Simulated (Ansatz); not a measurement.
# Br2ClHOSi: basis-set convergence

An exercise on one series of results from a longer session: the logs are not shown, and one member is left open.

Method: one geometry, several basis sets; program: Ansatz 0.2.0, Gaussian basis.

Levels to be run: PBE0-D4/def2-SVP; ωB97M-V/def2-SVP; PBE0-D4/def2-QZVPP; ωB97M-V/def2-QZVPP; the functionals' def2-TZVPP values are taken from earlier runs.

## Structure used throughout

The geometry comes from an earlier relaxation with PBE0-D4 in a triple-zeta def2 set; it is a stationary point.

SMILES `O[Si](Cl)(Br)Br`, 6 atoms, charge 0, spin multiplicity 1.

Atoms are counted from 1 here; the program's logs count them from 0.

Bond lengths: O1–Si2 1.619 Å, O1–H6 0.960 Å, Si2–Cl3 2.034 Å, Si2–Br4 2.201 Å, Si2–Br5 2.184 Å. Angles: Si2–O1–H6 118.1°, O1–Si2–Cl3 111.2°, O1–Si2–Br4 110.9°, O1–Si2–Br5 106.5°, Cl3–Si2–Br4 107.8°, Cl3–Si2–Br5 109.9°, Br4–Si2–Br5 110.6°.

Coordinates:

```xyz
6

O    -0.7718    0.3539    1.0542
Si    0.1950    0.0643   -0.2114
Cl    1.8853   -0.9095    0.3632
Br   -0.8245   -1.1847   -1.7097
Br    0.7095    2.0107   -1.0568
H    -1.1514   -0.3987    1.5142
```

The first run:

in.yaml

```yaml
crystal:
  periodic: [false, false, false]
  atoms:
    - {symbol: O, position_ang: [-0.771812, 0.353932, 1.054196]}
    - {symbol: Si, position_ang: [0.194955, 0.064287, -0.211361]}
    - {symbol: Cl, position_ang: [1.885275, -0.909512, 0.363239]}
    - {symbol: Br, position_ang: [-0.824531, -1.184702, -1.709720]}
    - {symbol: Br, position_ang: [0.709491, 2.010675, -1.056783]}
    - {symbol: H, position_ang: [-1.151378, -0.398681, 1.514228]}
basis:
  gaussian: {orbitals: def2-SVP}
hamiltonian: {xc: pbe0, dispersion: d4}
output: {orbitals: {seedname: orbitals}}
```

Among the steps run: PBE0-D4 in def2-SVP; ωB97M-V in def2-SVP; PBE0-D4 in def2-QZVPP; ωB97M-V in def2-QZVPP.

One table of the session follows, with a row left open; its other results are not shown here.

It belongs to the step «Functionals by basis». 

| functional | basis | HOMO (eV) |
| --- | --- | --- |
| PBE0-D4 | def2-SVP | ? |
| PBE0-D4 | def2-TZVPP | -8.66 |
| PBE0-D4 | def2-QZVPP | -8.68 |
| ωB97M-V | def2-SVP | -10.71 |
| ωB97M-V | def2-TZVPP | -10.85 |
| ωB97M-V | def2-QZVPP | -10.87 |

Q: Estimate the row for PBE0-D4, def2-SVP from the others.

**Answer.** HOMO (eV): -8.56. In the column «HOMO (eV)» it is the highest.
